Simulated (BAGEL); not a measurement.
# GeH4O2 (SMILES [OH][GeH2][OH]): a chain of runs

Wanted: a single-point energy (HF/cc-pVDZ), then a single-point energy (NEVPT2(2,2)/cc-pVDZ), then a single-point energy (CASPT2(2,2)/cc-pVDZ) of GeH4O2. 

Program for the calculation: BAGEL 1.2.2.

1 further run of the same task is left out (set aside as unsound or not needed).

## (1) Starting point

GeH4O2: 7 atoms, total charge 0, spin state singlet. As SMILES, `[OH][GeH2][OH]`. The shape is that of a PBE0-D4/def2-TZVP optimisation. This is one conformer, not always the lowest.

Bond lengths: O1–Ge2 1.776 Å, Ge2–O3 1.773 Å, O1–H4 0.959 Å, Ge2–H5 1.543 Å, Ge2–H6 1.525 Å, O3–H7 0.959 Å. Angles: O1–Ge2–O3 110.8°, O1–Ge2–H5 108.6°, O1–Ge2–H6 106.6°, O3–Ge2–H5 109.7°, O3–Ge2–H6 104.9°, Ge2–O1–H4 113.3°, Ge2–O3–H7 113.6°, H5–Ge2–H6 116.1°.

## (2) A single-point energy at HF/cc-pVDZ (density fitting with svp-jkfit) (run 1)

input.json

```json
{ "bagel": [

{
  "title": "molecule",
  "basis": "cc-pvdz.json",
  "df_basis": "svp-jkfit",
  "angstrom": "true",
  "geometry": [
    { "atom": "O", "xyz": [   -1.491302,   -0.416001,   -0.173901 ] },
    { "atom": "Ge", "xyz": [    0.023500,    0.377000,    0.305300 ] },
    { "atom": "O", "xyz": [    1.347400,   -0.798900,    0.400600 ] },
    { "atom": "H", "xyz": [   -1.634902,   -0.418701,   -1.122101 ] },
    { "atom": "H", "xyz": [    0.363400,    1.460500,   -0.739100 ] },
    { "atom": "H", "xyz": [   -0.172500,    0.863100,    1.737300 ] },
    { "atom": "H", "xyz": [    1.625600,   -1.135200,   -0.453800 ] }
  ]
},
{
  "title": "hf"
},
{
  "title": "print",
  "file": "orbitals.molden",
  "orbitals": "true"
}

]}
```

The basis set cc-pVDZ is read from a file made from the Basis Set Exchange's data (not shown).

The run is started by

```bash
$ BAGEL_NUM_THREADS=1 BAGEL input.json > input.out
```

Standard output:

```text
* using 1 threads per process

  ===============================================================
  ===============================================================

  *** Geometry ***

  { "atom" : "O", "xyz" : [     -2.818152,     -0.786128,     -0.328625 ] },
  { "atom" : "Ge", "xyz" : [      0.044409,      0.712427,      0.576933 ] },
  { "atom" : "O", "xyz" : [      2.546217,     -1.509702,      0.757024 ] },
  { "atom" : "H", "xyz" : [     -3.089517,     -0.791230,     -2.120464 ] },
  { "atom" : "H", "xyz" : [      0.686726,      2.759945,     -1.396697 ] },
  { "atom" : "H", "xyz" : [     -0.325978,      1.631023,      3.283021 ] },
  { "atom" : "H", "xyz" : [      3.071939,     -2.145217,     -0.857558 ] },

  Number of auxiliary basis functions:      492

  Since a DF basis is specified, we compute 2- and 3-index integrals:
    o Being stored without compression. Storage requirement is 0.022 GB

  Number of basis functions:       75
  Number of electrons      :       52

    * METHOD: MOLECULE                             0.26

  *** RHF ***

  === Nuclear Repulsion ===
   219.6793759115

      * DIIS with orbital gradients will be used.

  === RHF iteration (cc-pvdz.json) ===
      0      -2227.11463928          0.02208451           0.07
      1      -2227.28927873          0.01632155           0.06
      2      -2227.43074727          0.00115832           0.06
      3      -2227.43184854          0.00017357           0.06
      4      -2227.43187791          0.00004370           0.06
      5      -2227.43188063          0.00001059           0.06
      6      -2227.43188080          0.00000400           0.06
      7      -2227.43188081          0.00000160           0.06
      8      -2227.43188081          0.00000038           0.06
      9      -2227.43188081          0.00000010           0.06
     10      -2227.43188081          0.00000004           0.06
     11      -2227.43188081          0.00000001           0.06
     12      -2227.43188081          0.00000000           0.06
    * SCF iteration converged.

    * Permanent dipole moment:
           (   -0.149220,    -0.445408,     1.036653) a.u.

    * METHOD: HF                                   1.01

    * METHOD: PRINT                                0.02

  ===============================================================
```

Wall time 1.4 s (1 thread of Arm Neoverse V1, shared host); peak memory 0.15 GiB.

## (3) The energy at NEVPT2(2,2)/cc-pVDZ (density fitting with svp-jkfit) (run 2)

calc.json

```json
{ "bagel": [

{
  "title": "molecule",
  "basis": "cc-pvdz.json",
  "df_basis": "svp-jkfit",
  "angstrom": true,
  "geometry": [
    { "atom": "O", "xyz": [      -1.491302,      -0.416001,      -0.173901 ] },
    { "atom": "Ge", "xyz": [       0.023500,       0.377000,       0.305300 ] },
    { "atom": "O", "xyz": [       1.347400,      -0.798900,       0.400600 ] },
    { "atom": "H", "xyz": [      -1.634902,      -0.418701,      -1.122101 ] },
    { "atom": "H", "xyz": [       0.363400,       1.460500,      -0.739100 ] },
    { "atom": "H", "xyz": [      -0.172500,       0.863100,       1.737300 ] },
    { "atom": "H", "xyz": [       1.625600,      -1.135200,      -0.453800 ] }
  ]
},

{
  "title": "hf"
},

{
  "title": "casscf",
  "nstate": 1,
  "nact": 2,
  "nclosed": 25,
  "active": [17, 28],
  "maxiter": 200,
  "natocc": true
},

{
  "title": "nevpt2",
  "nstate": 1,
  "nact": 2,
  "nclosed": 25,
  "active": [17, 28],
  "maxiter": 200,
  "natocc": true,
  "ncore": 11
},

{
  "title": "print",
  "file": "orbitals.molden",
  "orbitals": true
}

]}
```

The basis set cc-pVDZ is read from a file made from the Basis Set Exchange's data (not shown).

The run is started by

```bash
$ BAGEL_NUM_THREADS=1 BAGEL calc.json > calc.out
```

Standard output:

```text
* using 1 threads per process

  ===============================================================
  ===============================================================

  *** Geometry ***

  { "atom" : "O", "xyz" : [     -2.818152,     -0.786128,     -0.328625 ] },
  { "atom" : "Ge", "xyz" : [      0.044409,      0.712427,      0.576933 ] },
  { "atom" : "O", "xyz" : [      2.546217,     -1.509702,      0.757024 ] },
  { "atom" : "H", "xyz" : [     -3.089517,     -0.791230,     -2.120464 ] },
  { "atom" : "H", "xyz" : [      0.686726,      2.759945,     -1.396697 ] },
  { "atom" : "H", "xyz" : [     -0.325978,      1.631023,      3.283021 ] },
  { "atom" : "H", "xyz" : [      3.071939,     -2.145217,     -0.857558 ] },

  Number of auxiliary basis functions:      492

  Since a DF basis is specified, we compute 2- and 3-index integrals:
    o Being stored without compression. Storage requirement is 0.022 GB

  Number of basis functions:       75
  Number of electrons      :       52

    * METHOD: MOLECULE                             0.26

  *** RHF ***

  === Nuclear Repulsion ===
   219.6793759115

      * DIIS with orbital gradients will be used.

  === RHF iteration (cc-pvdz.json) ===
      0      -2227.11463928          0.02208451           0.07
      1      -2227.28927873          0.01632155           0.07
      2      -2227.43074727          0.00115832           0.07
[... 9 lines of this table left out ...]
     12      -2227.43188081          0.00000000           0.06
    * SCF iteration converged.

    * Permanent dipole moment:
           (   -0.149220,    -0.445408,     1.036653) a.u.

    * METHOD: HF                                   1.04

  ---------------------------
      CASSCF calculation
  ---------------------------

    ==== Active orbitals : =====
         Orbital 17
         Orbital 28
    ============================

    * nstate   :      1
    * nclosed  :     25
    * nact     :      2
    * nvirt    :     48
  === CASSCF iteration (cc-pvdz.json) ===

    * Using the second-order algorithm

      0  0     -2227.43194486     2.72e-05      0.02

      1  0     -2227.43249857     1.26e-04      0.31
[... 35 lines of this table left out ...]
     19  0     -2227.45217143     9.75e-09      0.38

    * Second-order optimization converged. *

     guess   0:   closed 1.                   open ..

  === FCI iteration ===

      0  0     -2227.43161337     1.04e-01      0.00
      1  0     -2227.45215254     2.42e-03      0.00
      2  0 *   -2227.45217143     9.03e-16      0.00

     * ci vector, state   0, <S^2> = 0.0000
       2.     0.9951790723
       .2    -0.0980745328

    * METHOD: CASSCF                               8.51

    * freezing 11 orbitals

  === DF-NEVPT2 calculation ===

    * 3-index integral transformation done
    * assembly done

      NEVPT2 correlation energy:   -0.4790539645      0.14

          (+0)     -0.3978106357
          (+0)'    -0.0371874968
          (+1)     -0.0050283458
          (+1)'    -0.0000000000
          (+2)     -0.0004658152
          (-1)     -0.0316196938
          (-1)'     0.0000000000
          (-2)     -0.0069419772

      NEVPT2 total energy:       -2227.9312253971

    * METHOD: NEVPT2                               0.28

    * METHOD: PRINT                                0.02

  ===============================================================
```

Wall time 11 s (1 thread of Arm Neoverse V1, shared host); peak memory 0.15 GiB.

## (4) A single-point energy at CASPT2(2,2)/cc-pVDZ (density fitting with svp-jkfit) (run 3)

caspt2.json

```json
{ "bagel": [

{
  "title": "molecule",
  "basis": "cc-pvdz.json",
  "df_basis": "svp-jkfit",
  "angstrom": true,
  "geometry": [
    { "atom": "O", "xyz": [      -1.491302,      -0.416001,      -0.173901 ] },
    { "atom": "Ge", "xyz": [       0.023500,       0.377000,       0.305300 ] },
    { "atom": "O", "xyz": [       1.347400,      -0.798900,       0.400600 ] },
    { "atom": "H", "xyz": [      -1.634902,      -0.418701,      -1.122101 ] },
    { "atom": "H", "xyz": [       0.363400,       1.460500,      -0.739100 ] },
    { "atom": "H", "xyz": [      -0.172500,       0.863100,       1.737300 ] },
    { "atom": "H", "xyz": [       1.625600,      -1.135200,      -0.453800 ] }
  ]
},

{
  "title": "hf"
},

{
  "title": "casscf",
  "nstate": 1,
  "nact": 2,
  "nclosed": 25,
  "active": [17, 28],
  "maxiter": 200,
  "natocc": true
},

{
  "title": "print",
  "file": "orbitals.molden",
  "orbitals": true
},

{
  "title": "smith",
  "method": "caspt2",
  "ms": true,
  "xms": true,
  "sssr": true,
  "shift": 0.2,
  "shift_imag": true,
  "ncore": 11
}

]}
```

The basis set cc-pVDZ is read from a file made from the Basis Set Exchange's data (not shown).

The run is started by

```bash
$ BAGEL_NUM_THREADS=1 BAGEL caspt2.json > caspt2.out
```

Standard output:

```text
* using 1 threads per process

  ===============================================================
  ===============================================================

  *** Geometry ***

  { "atom" : "O", "xyz" : [     -2.818152,     -0.786128,     -0.328625 ] },
  { "atom" : "Ge", "xyz" : [      0.044409,      0.712427,      0.576933 ] },
  { "atom" : "O", "xyz" : [      2.546217,     -1.509702,      0.757024 ] },
  { "atom" : "H", "xyz" : [     -3.089517,     -0.791230,     -2.120464 ] },
  { "atom" : "H", "xyz" : [      0.686726,      2.759945,     -1.396697 ] },
  { "atom" : "H", "xyz" : [     -0.325978,      1.631023,      3.283021 ] },
  { "atom" : "H", "xyz" : [      3.071939,     -2.145217,     -0.857558 ] },

  Number of auxiliary basis functions:      492

  Since a DF basis is specified, we compute 2- and 3-index integrals:
    o Being stored without compression. Storage requirement is 0.022 GB

  Number of basis functions:       75
  Number of electrons      :       52

    * METHOD: MOLECULE                             0.26

  *** RHF ***

[... 11 lines left out ...]
    * SCF iteration converged.
[... 1 line left out ...]
    * Permanent dipole moment:
[... 27 lines left out ...]
    * Second-order optimization converged. *
[... 9 lines left out ...]
     * ci vector, state   0, <S^2> = 0.0000
[... 16 lines left out ...]
    * Zeroth order energy : state  0       -1.5448448070
[... 4 lines left out ...]
       #      aibj      arbs      arbi      airj      risj      airs      arst      rist         Etot      error   time
[... 2 lines left out ...]
       0  -0.39723  -0.00811  -0.03174  -0.00522  -0.00059  -0.03223  -0.00000  -0.00000   -0.4751409  0.0027061   0.09
       1  -0.39757  -0.00821  -0.03202  -0.00535  -0.00065  -0.03334  -0.00000  -0.00000   -0.4771471  0.0005003   0.08
       2  -0.39764  -0.00822  -0.03193  -0.00536  -0.00066  -0.03344  -0.00000  -0.00000   -0.4772522  0.0001172   0.08
       3  -0.39763  -0.00822  -0.03193  -0.00535  -0.00067  -0.03346  -0.00000  -0.00000   -0.4772564  0.0000284   0.08
       4  -0.39763  -0.00822  -0.03193  -0.00535  -0.00067  -0.03347  -0.00000  -0.00000   -0.4772567  0.0000073   0.08
       5  -0.39763  -0.00822  -0.03193  -0.00535  -0.00067  -0.03346   0.00000  -0.00000   -0.4772567  0.0000017   0.09
       6  -0.39763  -0.00822  -0.03193  -0.00535  -0.00067  -0.03346   0.00000  -0.00000   -0.4772567  0.0000004   0.09

      ------------------------------------------------------------------------------------------------------------------

    * CASPT2 energy : state  0    -2227.9313025162
        w/o shift correction      -2227.9294281594
        reference weight              0.8797167677

    * METHOD: SMITH                                0.81

  ===============================================================
```

Run time: 11 s. Hardware: 1 thread of Arm Neoverse V1, shared host; peak memory 0.18 GiB.

## (5) Results

```
                                quantity           value
         run 1, HF/cc-pVDZ: total energy  -2227.43188 Eh
        run 1, HF/cc-pVDZ: dipole moment          2.89 D
          run 1, HF/cc-pVDZ: HOMO energy       -12.50 eV
          run 1, HF/cc-pVDZ: LUMO energy         4.13 eV
        run 1, HF/cc-pVDZ: HOMO–LUMO gap        16.63 eV
run 2, NEVPT2(2,2)/cc-pVDZ: total energy  -2227.93123 Eh
run 3, CASPT2(2,2)/cc-pVDZ: total energy  -2227.93130 Eh
```
